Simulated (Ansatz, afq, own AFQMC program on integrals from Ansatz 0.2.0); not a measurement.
**GeNH3 (singlet): quantum Monte Carlo beside coupled cluster at distance Ge1–N2 = 2.239 Å, cc-pVDZ**

How near does AFQMC come to the top of the ladder for GeNH3 (singlet)?

Computed with Ansatz 0.2.0, Gaussian basis, and an in-house AFQMC program (afq) on its integrals; all values are calculated. Level: cc-pVDZ, frozen cores.

The runs, in order: PBE (unrestricted); r2SCAN (unrestricted); PBE0 (unrestricted); B3LYP (unrestricted); wB97M-V (unrestricted); B2PLYP (unrestricted); CCSD(T) on RHF; CCSDT(Q) on RHF; Phaseless AFQMC, CISD trial on RHF; Free-projection AFQMC, CISD trial on RHF; UHF.

1 further run of the same task is left out (it didn't finish).

## 1. What is computed

The geometry derives from a PBE0/def2-TZVP stationary point (not a proven minimum). One bond is set to the value named and the two fragments are kept rigid. No spin-orbit coupling is included. The filled d shell of Ge may be among the frozen orbitals whatever the setting's name suggests; the logs give the count.

5 atoms, charge 0, spin multiplicity 1.

Atoms are counted from 1 here; the program's logs count them from 0.

Bond lengths: Ge1–N2 2.239 Å, Ge1–H3 1.602 Å, N2–H4 1.007 Å, N2–H5 1.008 Å. Angles: N2–Ge1–H3 92.7°, Ge1–N2–H4 125.7°, Ge1–N2–H5 121.9°, H4–N2–H5 112.5°.

## 2. PBE (unrestricted)

Contents of in.yaml:

```yaml
crystal:
  periodic: [false, false, false]
  atoms:
    - {symbol: Ge, position_ang: [0.000000, -0.031823, 0.410962]}
    - {symbol: N, position_ang: [0.000000, 0.045781, -1.826693]}
    - {symbol: H, position_ang: [0.000000, 1.564433, 0.540491]}
    - {symbol: H, position_ang: [0.000000, 0.883807, -2.385469]}
    - {symbol: H, position_ang: [0.000000, -0.791044, -2.387749]}
basis:
  gaussian: {orbitals: cc-pVDZ}
magnetization: {spin_polarized: true, initial_magnetization: 0}
hamiltonian: {xc: {name: PBE}}
output: {orbitals: {seedname: orbitals}}
```

On the command line:

```bash
$ ansatz run in.yaml --threads 1 --pin off --events-out ev --progress --plain --max-ram 1382MiB
```

Standard output:

```text
Functional definition: PBE
  name "PBE"
  cite "Perdew, Burke & Ernzerhof, Phys. Rev. Lett. 77, 3865 (1996) doi:10.1103/PhysRevLett.77.3865"
  parent pbe
  parameter kappa = 0.804
  parameter beta = 0.06672455060314922
  exchange = pbe_x(kappa = kappa, mu = beta*pi^2/3)
  correlation = pbe_c(beta = beta)
747 factors; their error is unknown
mean field evaluation 1: about -58034.0470 eV, gradient 4.7e1 eV
mean field evaluation 2: about -57945.8881 eV, gradient 1.0e2 eV
mean field evaluation 4: about -58041.1909 eV, gradient 2.2e1 eV
mean field evaluation 8: about -58044.5598 eV, gradient 1.1e-1 eV
mean field evaluation 16: about -58044.5469 eV, gradient 1.5e-4 eV
mean field -58044.54686736 eV, -2133.0977533684 hartree, gradient 3.6e-5 eV, S^2 0.000000; 1 other end points of the search recorded, 0 dependent functions left out
reference -58044.54689731 eV, -2133.0977544692 hartree; 21, 21 occupied and 35, 35 virtual orbitals, 747 factors
Total energy: -58044.54689731 eV, -2133.0977544692 hartree
```

It took 0.66 s on 1 thread of AMD EPYC 9R45 (Zen 5), shared host.

From the report: ⟨S²⟩ of the determinant 0.000 (pure singlet: 0.00).

## 3. r2SCAN (unrestricted)

Changes to in.yaml since step 2:

```diff
@@ -11,3 +11,2 @@
 magnetization: {spin_polarized: true, initial_magnetization: 0}
-hamiltonian: {xc: {name: PBE}}
-output: {orbitals: {seedname: orbitals}}
+hamiltonian: {xc: {name: r2SCAN}}
```

Same command.

Standard output:

```text
Functional definition: r2SCAN
  name "r2SCAN"
  cite "Furness, Kaplan, Ning, Perdew & Sun, J. Phys. Chem. Lett. 11, 8208 (2020) doi:10.1021/acs.jpclett.0c02405"
  cite "Furness, Kaplan, Ning, Perdew & Sun, J. Phys. Chem. Lett. 11, 9248 (2020) doi:10.1021/acs.jpclett.0c03077"
  parent r2scan
  parameter k0 = 0.174
  parameter k1 = 0.065
  parameter a1 = 4.9479
  exchange = r2scan_x(k0 = k0, k1 = k1, a1 = a1)
  correlation = r2scan_c
747 factors; their error is unknown
mean field evaluation 1: about -58044.8198 eV, gradient 4.3e1 eV
mean field evaluation 2: about -57968.8915 eV, gradient 9.4e1 eV
mean field evaluation 4: about -58052.2779 eV, gradient 1.3e1 eV
mean field evaluation 8: about -58053.6211 eV, gradient 1.9e-1 eV
mean field evaluation 16: about -58053.6085 eV, gradient 2.8e-5 eV
mean field -58053.60850309 eV, -2133.4307623394 hartree, gradient 2.8e-5 eV, S^2 0.000000; 1 other end points of the search recorded, 0 dependent functions left out
reference -58053.60851265 eV, -2133.4307626908 hartree; 21, 21 occupied and 35, 35 virtual orbitals, 747 factors
Total energy: -58053.60851265 eV, -2133.4307626908 hartree
```

Run time: 1.5 s. Hardware: 1 thread of AMD EPYC 9R45 (Zen 5), shared host.

From the report: ⟨S²⟩ of the determinant 0.000 (pure singlet: 0.00).

## 4. PBE0 (unrestricted)

Changes to in.yaml since step 3:

```diff
@@ -11,2 +11,3 @@
 magnetization: {spin_polarized: true, initial_magnetization: 0}
-hamiltonian: {xc: {name: r2SCAN}}
+hamiltonian: {xc: {name: PBE0}}
+output: {orbitals: {seedname: orbitals}}
```

Same command.

Standard output:

```text
Functional definition: PBE0
  name "PBE0"
  cite "Adamo & Barone, J. Chem. Phys. 110, 6158 (1999) doi:10.1063/1.478522"
  cite "Perdew, Burke & Ernzerhof, Phys. Rev. Lett. 77, 3865 (1996) doi:10.1103/PhysRevLett.77.3865"
  parent pbe
  parameter a = 0.25
  parameter kappa = 0.804
  parameter beta = 0.06672455060314922
  exchange = (1 - a)*pbe_x(kappa = kappa, mu = beta*pi^2/3) + a*exact_x
  correlation = pbe_c(beta = beta)
596 factors; integrals over basis functions are off by at most 1.4e-3 eV
mean field evaluation 1: about -58038.5217 eV, gradient 3.9e1 eV
mean field evaluation 2: about -57980.5803 eV, gradient 8.8e1 eV
mean field evaluation 4: about -58045.7179 eV, gradient 2.9e0 eV
mean field evaluation 8: about -58045.8492 eV, gradient 1.2e-1 eV
mean field evaluation 16: about -58045.8493 eV, gradient 2.4e-5 eV
mean field -58045.84934659 eV, -2133.1456185975 hartree, gradient 2.4e-5 eV, S^2 0.000000; 1 other end points of the search recorded, 0 dependent functions left out
reference -58045.84936872 eV, -2133.1456194106 hartree; 21, 21 occupied and 35, 35 virtual orbitals, 596 factors
Total energy: -58045.84936872 eV, -2133.1456194106 hartree
```

Wall time 0.96 s (1 thread of AMD EPYC 9R45 (Zen 5), shared host).

From the report: ⟨S²⟩ of the determinant 0.000 (pure singlet: 0.00).

## 5. B3LYP (unrestricted)

Changes to in.yaml since step 4:

```diff
@@ -11,3 +11,2 @@
 magnetization: {spin_polarized: true, initial_magnetization: 0}
-hamiltonian: {xc: {name: PBE0}}
-output: {orbitals: {seedname: orbitals}}
+hamiltonian: {xc: {name: B3LYP}}
```

Launched as before.

Standard output, cut to the lines that bear on the results:

```text
Functional definition: B3LYP
  name "B3LYP"
  cite "Stephens, Devlin, Chabalowski & Frisch, J. Phys. Chem. 98, 11623 (1994) doi:10.1021/j100096a001"
  cite "Becke, Phys. Rev. A 38, 3098 (1988) doi:10.1103/PhysRevA.38.3098"
  cite "Lee, Yang & Parr, Phys. Rev. B 37, 785 (1988) doi:10.1103/PhysRevB.37.785"
  cite "Vosko, Wilk & Nusair, Can. J. Phys. 58, 1200 (1980) doi:10.1139/p80-159"
[...]
596 factors; integrals over basis functions are off by at most 1.4e-3 eV
[...]
mean field -58056.29517677 eV, -2133.5294957761 hartree, gradient 3.1e-5 eV, S^2 0.000000; 1 other end points of the search recorded, 0 dependent functions left out
reference -58056.29538311 eV, -2133.5295033589 hartree; 21, 21 occupied and 35, 35 virtual orbitals, 596 factors
Total energy: -58056.29538311 eV, -2133.5295033589 hartree
```

Wall time 0.93 s (1 thread of AMD EPYC 9R45 (Zen 5), shared host).

From the report: ⟨S²⟩ of the determinant 0.000 (pure singlet: 0.00).

## 6. wB97M-V (unrestricted)

Changes to in.yaml since step 5:

```diff
@@ -11,2 +11,3 @@
 magnetization: {spin_polarized: true, initial_magnetization: 0}
-hamiltonian: {xc: {name: B3LYP}}
+hamiltonian: {xc: {name: wB97M-V}}
+output: {orbitals: {seedname: orbitals}}
```

Launched as before.

Standard output, cut to the lines that bear on the results:

```text
Functional definition: wB97M-V
  name "wB97M-V"
  cite "Mardirossian & Head-Gordon, J. Chem. Phys. 144, 214110 (2016) doi:10.1063/1.4952647"
  cite "Becke, J. Chem. Phys. 107, 8554 (1997) doi:10.1063/1.475007"
  cite "Vydrov & Van Voorhis, J. Chem. Phys. 133, 244103 (2010) doi:10.1063/1.3521275"
  # Of w^i u^j: cxij and so on, Table III.
[...]
  gx(w, u) = 1 - cx + cx01*u + cx10*w
  gss(w, u) = css00 + css04*u^4 + css10*w + css20*w^2 + css43*w^4*u^3
  gos(w, u) = cos00 + cos10*w + (cos20 + cos21*u)*w^2 + (cos60 + cos61*u)*w^6
[...]
      + integral(e_c_pw_mod_opposite_spin*gos(b97_w_opposite, b97_u_opposite)) + vv10(b, c)
596 factors; integrals over basis functions are off by at most 1.4e-3 eV
172 factors; integrals over basis functions are off by at most 4.6e-6 eV
[...]
mean field -58050.86215515 eV, -2133.3298359141 hartree, gradient 3.0e-5 eV, S^2 0.000000; 1 other end points of the search recorded, 0 dependent functions left out
reference -58050.86218854 eV, -2133.3298371412 hartree; 21, 21 occupied and 35, 35 virtual orbitals, 596 factors
Total energy: -58050.86218854 eV, -2133.3298371412 hartree
```

It took 3.5 s on 1 thread of AMD EPYC 9R45 (Zen 5), shared host.

From the report: ⟨S²⟩ of the determinant 0.000 (pure singlet: 0.00).

## 7. B2PLYP (unrestricted)

Changes to in.yaml since step 6:

```diff
@@ -11,3 +11,3 @@
 magnetization: {spin_polarized: true, initial_magnetization: 0}
-hamiltonian: {xc: {name: wB97M-V}}
-output: {orbitals: {seedname: orbitals}}
+hamiltonian: {xc: {name: B2PLYP}}
+correlation: {electrons: outside_noble_gas}
```

Launched as before.

Standard output, cut to the lines that bear on the results:

```text
Functional definition: B2PLYP
  name "B2PLYP"
  cite "Grimme, J. Chem. Phys. 124, 034108 (2006) doi:10.1063/1.2148954"
  cite "Becke, Phys. Rev. A 38, 3098 (1988) doi:10.1103/PhysRevA.38.3098"
  cite "Lee, Yang & Parr, Phys. Rev. B 37, 785 (1988) doi:10.1103/PhysRevB.37.785"
[...]
596 factors; integrals over basis functions are off by at most 1.4e-3 eV
[...]
mean field -58039.41958202 eV, -2132.9093291077 hartree, gradient 1.9e-6 eV, S^2 0.000000; 6 other end points of the search recorded, 0 dependent functions left out
15 core orbitals not correlated: weight in the atoms' cores, before any rotation towards them, 0.999 or more for the frozen orbitals, at most 0.000 for the correlated occupied ones
reference -58039.41971280 eV, -2132.9093339137 hartree; 6, 6 occupied and 35, 35 virtual orbitals, 596 factors
second order -9.35186243 eV of doubles, -0.00000000 eV of singles
Total energy: -58041.94471565 eV, -2133.0021260572 hartree
```

Wall time 2.1 s (1 thread of AMD EPYC 9R45 (Zen 5), shared host).

From the report: ⟨S²⟩ of the determinant 0.000 (pure singlet: 0.00).

## 8. CCSD(T) on RHF

Changes to in.yaml since step 7:

```diff
@@ -10,4 +10,3 @@
   gaussian: {orbitals: cc-pVDZ}
-magnetization: {spin_polarized: true, initial_magnetization: 0}
-hamiltonian: {xc: {name: B2PLYP}}
-correlation: {electrons: outside_noble_gas}
+magnetization: {spin_polarized: false}
+correlation: {method: ccsd_t, electrons: outside_noble_gas, hamiltonian_folder: ham}
```

Same command.

Standard output, cut to the lines that bear on the results:

```text
Functional definition: HF
  name "HF"
  cite "Fock, Z. Phys. 61, 126 (1930) doi:10.1007/BF01340294"
  parent pbe
[...]
596 factors; integrals over basis functions are off by at most 1.4e-3 eV
[...]
mean field -58000.28012481 eV, -2131.4709805848 hartree, gradient 3.0e-6 eV, S^2 0.000000; 0 other end points of the search recorded, 0 dependent functions left out
15 core orbitals not correlated: weight in the atoms' cores, before any rotation towards them, 1.000 or more for the frozen orbitals, at most 0.000 for the correlated occupied ones
reference -58000.28012481 eV, -2131.4709805848 hartree; 6, 6 occupied and 35, 35 virtual orbitals, 596 factors
second order -7.20615808 eV of doubles, -0.00000000 eV of singles
cycle   1  -7.54273917 eV  change   -3.4e-1 eV  update   1.2e-1
[...]
cycle  12  -7.98556622 eV  change   -6.6e-6 eV  update   7.1e-6
perturbative correction -0.31041898 eV, -0.0114076873 hartree
Total energy: -58008.57611001 eV, -2131.7758524177 hartree
```

Wall time 0.51 s (1 thread of AMD EPYC 9R45 (Zen 5), shared host).

From the report: correlation -8.2960 eV; T1 0.040; largest double amplitude 0.08.

This run also writes the integrals to the folder ham.

## 9. CCSDT(Q) on RHF

Changes to in.yaml since step 8:

```diff
@@ -11,2 +11,2 @@
 magnetization: {spin_polarized: false}
-correlation: {method: ccsd_t, electrons: outside_noble_gas, hamiltonian_folder: ham}
+correlation: {method: ccsdt_q, electrons: outside_noble_gas}
```

Launched as before.

Standard output, cut to the lines that bear on the results:

```text
Functional definition: HF
  name "HF"
  cite "Fock, Z. Phys. 61, 126 (1930) doi:10.1007/BF01340294"
  parent pbe
[...]
1099 factors; integrals over basis functions are off by at most 2.7e-7 eV
[...]
mean field -58000.28022379 eV, -2131.4709842223 hartree, gradient 1.4e-6 eV, S^2 0.000000; 0 other end points of the search recorded, 0 dependent functions left out
15 core orbitals not correlated: weight in the atoms' cores, before any rotation towards them, 1.000 or more for the frozen orbitals, at most 0.000 for the correlated occupied ones
reference -58000.28022379 eV, -2131.4709842223 hartree; 6, 6 occupied and 35, 35 virtual orbitals, 1099 factors
second order -7.20617924 eV of doubles, -0.00000000 eV of singles
cycle   1  -7.54272845 eV  change   -3.4e-1 eV  update   1.3e-1
[...]
cycle  18  -8.32919399 eV  change    9.2e-7 eV  update   5.1e-7
perturbative correction -0.04797802 eV, -0.0017631596 hartree
Total energy: -58008.65739580 eV, -2131.7788396154 hartree
```

Wall time 4.4 s (1 thread of AMD EPYC 9R45 (Zen 5), shared host); peak memory 0.25 GiB.

From the report: correlation -8.3772 eV; T1 0.047; largest double amplitude 0.12.

## 10. Phaseless AFQMC, CISD trial on RHF

It reads the integrals that the CCSD(T) run on this determinant wrote.

On the command line:

```bash
$ afq ham --method phaseless --trial cisd --walkers 60 --populations 1 --least-time 40 --time-step 0.005 --steps-per-block 50 --equilibration-blocks 28 --max-blocks 300 --target-error 0.00042 --factor-cut 1e-05 --seed 291 --release-times 0.24,0.51,0.99,1.62,2.4 --release-step 0.03 --release-every 4 --taylor-order 6
```

Standard output:

```text
orbitals 41  electrons 6 6  factors 325 of 596
reference energy -2131.47098058 Eh
CCSD correlation -0.29346413 Eh in 13 cycles, weight of the determinant in the CISD state 0.8375
energy of the start -2131.764445 Eh
 block  time / (1/Eh)  mean weight  energy / Eh
     1     0.250  0.9988  -2131.759598
     2     0.500  1.0013  -2131.764753
     3     0.750  0.9984  -2131.764601
     4     1.000  0.9986  -2131.765990
     5     1.250  1.0014  -2131.773586
     6     1.500  1.0025  -2131.774090
     7     1.750  0.9989  -2131.765071
     8     2.000  1.0003  -2131.775645
     9     2.250  1.0004  -2131.776450
    10     2.500  1.0031  -2131.778210
    17     4.250  0.9984  -2131.777335
    25     6.250  1.0020  -2131.772333
    33     8.250  1.0007  -2131.780116
    41    10.250  0.9993  -2131.800685
    49    12.250  1.0032  -2131.779733
    57    14.250  1.0016  -2131.767422
    65    16.250  1.0009  -2131.819099
    73    18.250  0.9991  -2131.780405
    81    20.250  1.0006  -2131.771130
    89    22.250  1.0019  -2131.784637
    97    24.250  1.0009  -2131.791593
   105    26.250  1.0006  -2131.781090
   113    28.250  0.9992  -2131.772101
   121    30.250  0.9990  -2131.772265
   129    32.250  1.0009  -2131.778613
   137    34.250  0.9984  -2131.774108
   145    36.250  1.0001  -2131.779485
   153    38.250  0.9999  -2131.770183
   161    40.250  1.0009  -2131.784305
   169    42.250  1.0015  -2131.778779
   177    44.250  0.9997  -2131.782295
   185    46.250  1.0020  -2131.769051
   193    48.250  0.9995  -2131.772039
   201    50.250  1.0005  -2131.780142
   209    52.250  1.0002  -2131.775006
   217    54.250  0.9981  -2131.773137
   225    56.250  1.0001  -2131.804102
   233    58.250  1.0012  -2131.776033
   241    60.250  1.0000  -2131.787205
   249    62.250  1.0000  -2131.783848
   257    64.250  0.9999  -2131.774003
   265    66.250  1.0003  -2131.778487
   273    68.250  1.0004  -2131.771138
   281    70.250  0.9997  -2131.775595
   289    72.250  1.0052  -2131.780601
   297    74.250  1.0018  -2131.765494
   305    76.250  1.0005  -2131.766927
   313    78.250  1.0011  -2131.783588
   321    80.250  0.9986  -2131.779344
blocks merged  error / Eh  count
     1  0.000544  300
     2  0.000657  150
     4  0.000726  75
     8  0.000834  37
    16  0.000917  18
    32  0.000938  9
released: time / (1/Eh)  energy / Eh  error  mean overlap
  0.24  -2131.777738  0.000934  1.0052
  0.51  -2131.778043  0.000842  1.0100
  0.99  -2131.779351  0.000752  1.0000
  1.62  -2131.779627  0.000866  0.9922
  2.40  -2131.777538  0.001705  0.9658
energy -2131.778071 +/- 0.000917 Eh
```

It took 2.5 min on 1 thread of AMD EPYC 9R45 (Zen 5), shared host.

Energy -58008.6365 ± 0.0250 eV. Caveats: constraint bias not in the error; error above the target.

## 11. Free-projection AFQMC, CISD trial on RHF

It reads the integrals that the CCSD(T) run on this determinant wrote.

On the command line:

```bash
$ afq ham --method free --trial cisd --walkers 60 --time-step 0.03 --max-blocks 80 --target-error 0.00042 --factor-cut 1e-05 --seed 7100 --times 0,0.21,0.42,0.81,1.2,1.8,2.4,3 --taylor-order 8
```

Standard output:

```text
orbitals 41  electrons 6 6  factors 325 of 596
reference energy -2131.47098058 Eh
CCSD correlation -0.29346413 Eh in 13 cycles, weight of the determinant in the CISD state 0.8375
repeat  energy at the last time / Eh  error
    10  -2131.776014  0.002640
    20  -2131.776734  0.001922
    30  -2131.776122  0.001418
    40  -2131.777501  0.001243
    50  -2131.778733  0.001153
    60  -2131.779508  0.001225
    70  -2131.779354  0.001161
    80  -2131.778751  0.001088
time / (1/Eh)  energy / Eh  error  mean overlap
  0.00  -2131.763955  0.000635  1.1917
  0.21  -2131.769101  0.000497  1.1942
  0.42  -2131.772609  0.000570  1.1883
  0.81  -2131.774948  0.000563  1.1853
  1.20  -2131.774815  0.000675  1.2039
  1.80  -2131.776691  0.000795  1.1999
  2.40  -2131.777209  0.000924  1.2052
  3.00  -2131.778751  0.001088  1.1824
energy -2131.778751 +/- 0.001088 Eh
```

It took 90 s on 1 thread of AMD EPYC 9R45 (Zen 5), shared host.

Energy -58008.6550 ± 0.0296 eV. Caveats: remainder of the start not in the error; error above the target.

## 12. UHF

Changes to in.yaml since step 9:

```diff
@@ -10,3 +10,4 @@
   gaussian: {orbitals: cc-pVDZ}
-magnetization: {spin_polarized: false}
-correlation: {method: ccsdt_q, electrons: outside_noble_gas}
+magnetization: {spin_polarized: true, initial_magnetization: 0}
+hamiltonian: {xc: hf}
+output: {orbitals: {seedname: orbitals}}
```

On the command line:

```bash
$ ansatz run in.yaml --threads 1 --pin off --events-out ev --progress --plain --max-ram 1382MiB
```

Standard output:

```text
Functional definition: HF
  name "HF"
  cite "Fock, Z. Phys. 61, 126 (1930) doi:10.1007/BF01340294"
  parent pbe
  exchange = exact_x
  correlation = 0
596 factors; integrals over basis functions are off by at most 1.4e-3 eV
mean field evaluation 1: about -57997.3096 eV, gradient 2.4e1 eV
mean field evaluation 2: about -57997.3103 eV, gradient 2.4e1 eV
mean field evaluation 4: about -58000.2405 eV, gradient 1.8e0 eV
mean field evaluation 8: about -58000.2803 eV, gradient 2.3e-2 eV
mean field evaluation 16: about -57999.4597 eV, gradient 4.0e0 eV
mean field evaluation 32: about -57992.1084 eV, gradient 8.4e0 eV
mean field evaluation 64: about -58000.1664 eV, gradient 2.8e-1 eV
mean field -58000.28012481 eV, -2131.4709805848 hartree, gradient 7.7e-6 eV, S^2 0.000000; 1 other end points of the search recorded, 0 dependent functions left out
reference -58000.28012481 eV, -2131.4709805848 hartree; 21, 21 occupied and 35, 35 virtual orbitals, 596 factors
Total energy: -58000.28012481 eV, -2131.4709805848 hartree
```

Wall time 0.96 s (1 thread of AMD EPYC 9R45 (Zen 5), shared host).

From the report: ⟨S²⟩ of the determinant 0.000 (pure singlet: 0.00).

## 13. All levels side by side

On the RHF determinant, counted from CCSDT(Q) (a yardstick, not exact):

```
                                                   level  energy (eV)  from CCSDT(Q) (kJ/mol)  statistical error (kJ/mol)     time
                                                      HF  -58000.2801                  +808.3                                     
                                                     MP2  -58007.4863                  +113.0                                     
                                                    CCSD  -58008.2657                   +37.8                                     
                                                 CCSD(T)  -58008.5761                    +7.8                                     
                                                CCSDT(Q)  -58008.6574                     0.0                                     
     Phaseless AFQMC, CISD trial, step 0.005, 60 walkers  -58008.6365                    +2.0                         2.4  2.5 min
Free-projection AFQMC, CISD trial, step 0.03, 60 walkers  -58008.6550                    +0.2                         2.9     90 s
```

The functionals' totals stand on their own zeros and serve differences with other points: PBE -58044.547 eV; r2SCAN -58053.609 eV; PBE0 -58045.849 eV; B3LYP -58056.295 eV; wB97M-V -58050.862 eV; B2PLYP -58041.945 eV.

## 14. Summary of results

| quantity | value |
| --- | --- |
| CCSD(T) on RHF from CCSDT(Q) | +7.8 kJ/mol |
| Phaseless AFQMC, CISD trial on RHF from CCSDT(Q) | +2.0 ± 2.4 kJ/mol |
| Free-projection AFQMC, CISD trial on RHF from CCSDT(Q) | +0.2 ± 2.9 kJ/mol |

What this shows: On RHF the phaseless walk with the CISD trial lies +2.0 kJ/mol from CCSDT(Q), within three error bars. Free projection has no constraint; at the last time it gives +0.2 ± 2.9 kJ/mol. Error bars are statistical and leave out the constraint, the time step and what remains of the start.
